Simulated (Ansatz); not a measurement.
# C2H6Si (SMILES C[Si]C) at wB97X/6-311+G(d,p)

Aim: the electronic atomisation energy of C2H6Si at wB97X/6-311+G**, from 4 runs. 

The calculation is run with Ansatz 0.2.0.

34 further runs of the same task are left out: 34 set aside as unsound or not needed.

### Step 1. The molecule

The species is C2H6Si (9 atoms), meant as a singlet with charge 0. SMILES: `C[Si]C`. The coordinates come from a PBE0-D4/def2-TZVP relaxation.

Bond lengths: C1–Si2 1.896 Å, Si2–C3 1.896 Å, C1–H4 1.102 Å, C1–H5 1.091 Å, C1–H6 1.095 Å, C3–H7 1.095 Å, C3–H8 1.091 Å, C3–H9 1.102 Å. Some angles: C1–Si2–C3 97.8°, Si2–C1–H4 105.3°, Si2–C1–H5 113.7°, Si2–C1–H6 114.0°, Si2–C3–H7 113.9°, Si2–C3–H8 113.7°, Si2–C3–H9 105.3°, H4–C1–H5 107.1°, H4–C1–H6 106.4°, H5–C1–H6 109.8°.

### Step 2. A single-point energy at wB97X/6-311+G(d,p)

The input, run.yaml:

```yaml
basis:
  gaussian: {orbitals: 6-311+G_st__st_-spherical.json}
crystal:
  periodic: [false, false, false]
  atoms:
    - {symbol: C, position_ang: [-0.527400, 1.047300, -0.805300]}
    - {symbol: Si, position_ang: [0.896800, -0.199700, -0.912800]}
    - {symbol: C, position_ang: [0.601900, -1.069400, 0.746000]}
    - {symbol: H, position_ang: [-1.430700, 0.480400, -1.082200]}
    - {symbol: H, position_ang: [-0.439700, 1.875000, -1.511000]}
    - {symbol: H, position_ang: [-0.703500, 1.436700, 0.202600]}
    - {symbol: H, position_ang: [-0.455600, -1.193000, 1.001000]}
    - {symbol: H, position_ang: [1.117900, -2.026600, 0.837300]}
    - {symbol: H, position_ang: [1.028800, -0.397000, 1.507100]}
total_charge: 0
accuracy: high
output: {orbitals: {seedname: orbitals}}
hamiltonian: {xc: {name: wB97X}}
```

The basis set 6-311+G** is read from a file made from the Basis Set Exchange's data (not shown).

Command:

```sh
$ ansatz run run.yaml --threads 1 --pin off --max-ram 3480MiB --events-out events.jsonl --progress --plain --runs-dir runs
```

Output:

```text
Warning: RAYON_NUM_THREADS=1 ignored (pool sized by the plan → 1); use --threads N
Functional definition: wB97X
  name "wB97X"
  parameter omega = 0.3/bohr
  parameter cx = 0.157706
  parameter cx1 = 0.726479
  parameter cx2 = 1.04760
  parameter cx3 = -5.70635
  parameter cx4 = 13.2794
  parameter css1 = -4.33879
  parameter css2 = 18.2308
  parameter css3 = -31.7430
  parameter css4 = 17.2901
  parameter cos1 = 2.37031
  parameter cos2 = -11.3995
  parameter cos3 = 6.58405
  parameter cos4 = -3.78132
  exchange = spin_sum(e_x_unif_sr(omega)*poly(b97_u_x, 1 - cx, cx1, cx2, cx3, cx4)) + cx*exact_x_sr(omega)
      + exact_x_lr(omega)
  correlation = spin_sum(e_c_pw_same_spin*poly(b97_u_same, 1, css1, css2, css3, css4))
      + integral(e_c_pw_opposite_spin*poly(b97_u_opposite, 1, cos1, cos2, cos3, cos4))
2140 factors; integrals over basis functions are off by at most 4.3e-9 eV
443 factors; integrals over basis functions are off by at most 2.2e-9 eV
mean field evaluation 1: about -10042.1361 eV, gradient 5.1e1 eV
mean field evaluation 2: about -10044.7810 eV, gradient 3.8e1 eV
mean field evaluation 4: about -10048.2137 eV, gradient 6.4e-1 eV
mean field evaluation 8: about -10048.2151 eV, gradient 3.7e-2 eV
mean field evaluation 16: about -10048.2151 eV, gradient 1.6e-5 eV
mean field -10048.21513098 eV, -369.2650951387 hartree, gradient 8.6e-8 eV, S^2 0.000000; 0 other end points of the search recorded, 0 dependent functions left out
reference -10048.21512564 eV, -369.2650949423 hartree; 16, 16 occupied and 94, 94 virtual orbitals, 2140 factors
Total energy: -10048.21512564 eV, -369.2650949423 hartree
```

It took 24 s on 1 thread of Arm Neoverse V2, shared host; peak memory 0.56 GiB.

### Step 3. The C atom at the same level

The input, in.yaml:

```yaml
basis:
  gaussian:
    orbitals: 6-311+G_st__st_.json
crystal:
  periodic: [false, false, false]
  atoms:
    - {symbol: C, position_ang: [0.000000, 0.000000, 0.000000]}
magnetization:
  spin_polarized: true
  initial_magnetization: 2
hamiltonian:
  xc: {name: wB97X}
accuracy: high
```

The basis set 6-311+G** is read from a file made from the Basis Set Exchange's data (not shown).

Run the same way, it converges to -37.84402 Eh (log not shown).

### Step 4. The H atom, same level

The input, in.yaml:

```yaml
crystal:
  periodic: [false, false, false]
  atoms:
    - symbol: H
      position_ang: [0.000000, 0.000000, 0.000000]
basis:
  gaussian:
    orbitals: 6-311+G_st__st_.json
magnetization:
  spin_polarized: true
  initial_magnetization: 1
hamiltonian:
  xc: {name: wB97X}
accuracy: high
```

The basis set 6-311+G** is read from a file made from the Basis Set Exchange's data (not shown).

Command:

```sh
$ ansatz run in.yaml --threads 1 --pin off --max-ram 3480MiB --events-out events.jsonl --progress --plain --runs-dir runs
```

Output, shortened:

```text
Warning: RAYON_NUM_THREADS=1 ignored (pool sized by the plan → 1); use --threads N
[... 2 set-up lines as earlier in the session ...]
[...]
      + exact_x_lr(omega)
[...]
      + integral(e_c_pw_opposite_spin*poly(b97_u_opposite, 1, cos1, cos2, cos3, cos4))
21 factors; integrals over basis functions are off by at most 2.5e-9 eV
19 factors; integrals over basis functions are off by at most 3.2e-10 eV
[...]
mean field -13.64363983 eV, -0.5013945158 hartree, gradient 4.1e-9 eV, S^2 0.750000; 0 other end points of the search recorded, 0 dependent functions left out
reference -13.64364008 eV, -0.5013945250 hartree; 1, 0 occupied and 5, 6 virtual orbitals, 21 factors
Total energy: -13.64364008 eV, -0.5013945250 hartree
```

It took 0.44 s on 1 thread of Arm Neoverse V2, shared host.

### Step 5. The Si atom, same level

The input, input.yaml:

```yaml
crystal:
  periodic: [false, false, false]
  atoms:
    - {symbol: Si, position_ang: [0.000000, 0.000000, 0.000000]}
basis:
  gaussian:
    orbitals: 6-311+G_st__st_-spherical.json
magnetization:
  spin_polarized: true
  initial_magnetization: 2
hamiltonian:
  xc: {name: wB97X}
accuracy: high
```

The basis set 6-311+G** is read from a file made from the Basis Set Exchange's data (not shown).

Run the same way, it converges to -289.36083 Eh (log not shown).

### Step 6. Results

Level: wB97X/6-311+G**.

| quantity | value |
| --- | --- |
| molecule: total energy | -369.26509 Eh |
| molecule: HOMO energy | -8.22 eV |
| molecule: LUMO energy | -0.06 eV |
| molecule: HOMO–LUMO gap | 8.16 eV |
| C atom: total energy | -37.84402 Eh |
| C atom: ⟨S²⟩ | 2.005 |
| H atom: total energy | -0.50139 Eh |
| H atom: ⟨S²⟩ | 0.750 |
| Si atom: total energy | -289.36083 Eh |
| Si atom: ⟨S²⟩ | 2.003 |
| electronic atomisation energy | 32.867 eV |

Taking the molecule apart into free atoms costs 32.87 eV (3171 kJ/mol), before zero-point energy and without spin-orbit coupling.
